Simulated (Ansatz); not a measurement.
# AlFH₃Sb: how energies converge with the basis set

One table from this session's results is given with a row withheld; the runs are named, their logs left out.

Program: Ansatz 0.2.0, Gaussian basis. Level of theory: one geometry, several basis sets. These are calculated values, not measurements.

Levels to be run: PBE0-D4/def2-SVP; ωB97M-V/def2-SVP; PBE0-D4/def2-QZVPP; ωB97M-V/def2-QZVPP; the functionals' def2-TZVPP values are taken from earlier runs.

1 further run of the same task is left out (for a known fault of the program).

### The relaxed structure

An earlier PBE0-D4 in a triple-zeta def2 set relaxation fixed the geometry. Sb takes the def2 core potential; no spin-orbit term is included.

SMILES `[F][AlH][SbH2]`, 6 atoms, charge 0, spin multiplicity 1.

Atoms are counted from 1 here; the program's logs count them from 0.

Bond lengths: F1–Al2 1.653 Å, Al2–Sb3 2.636 Å, Al2–H4 1.582 Å, Sb3–H5 1.710 Å, Sb3–H6 1.709 Å. Angles: F1–Al2–Sb3 116.3°, F1–Al2–H4 116.4°, Sb3–Al2–H4 127.3°, Al2–Sb3–H5 88.3°, Al2–Sb3–H6 87.8°, H5–Sb3–H6 91.6°.

The first run:

File in.yaml:

```yaml
crystal:
  periodic: [false, false, false]
  atoms:
    - {symbol: F, position_ang: [-1.114571, -1.632440, 1.262318]}
    - {symbol: Al, position_ang: [-0.336098, -1.039295, -0.069796]}
    - {symbol: Sb, position_ang: [1.279882, 1.003655, 0.334777]}
    - {symbol: H, position_ang: [-0.594815, -1.800718, -1.431681]}
    - {symbol: H, position_ang: [0.842128, 1.591991, -1.209922]}
    - {symbol: H, position_ang: [-0.034426, 1.812905, 1.068103]}
basis:
  gaussian: {orbitals: def2-SVP}
hamiltonian: {xc: pbe0, dispersion: d4}
output: {orbitals: {seedname: orbitals}}
```

Launch:

```bash
$ ansatz run in.yaml --threads 2 --pin off --events-out ev --progress --plain --max-ram 4352MiB
```

Steps of the session up to this table: PBE0-D4 in def2-SVP; ωB97M-V in def2-SVP; PBE0-D4 in def2-QZVPP; ωB97M-V in def2-QZVPP.

One table of the session follows, with a row left open; its other results are not shown here.

It belongs to the step «Density functionals: the series». 

```
functional       basis  HOMO (eV)  LUMO (eV)
   PBE0-D4    def2-SVP      -7.14      -1.37
   PBE0-D4  def2-TZVPP      -7.18      -1.50
   PBE0-D4  def2-QZVPP      -7.19      -1.53
   ωB97M-V    def2-SVP      -9.04       0.35
   ωB97M-V  def2-TZVPP      -9.11       0.15
   ωB97M-V  def2-QZVPP          ?          ?
```

Q: Estimate the row for ωB97M-V, def2-QZVPP from the others.

**Answer.** HOMO (eV): -9.12; LUMO (eV): 0.00. In the column «HOMO (eV)» it is the lowest.
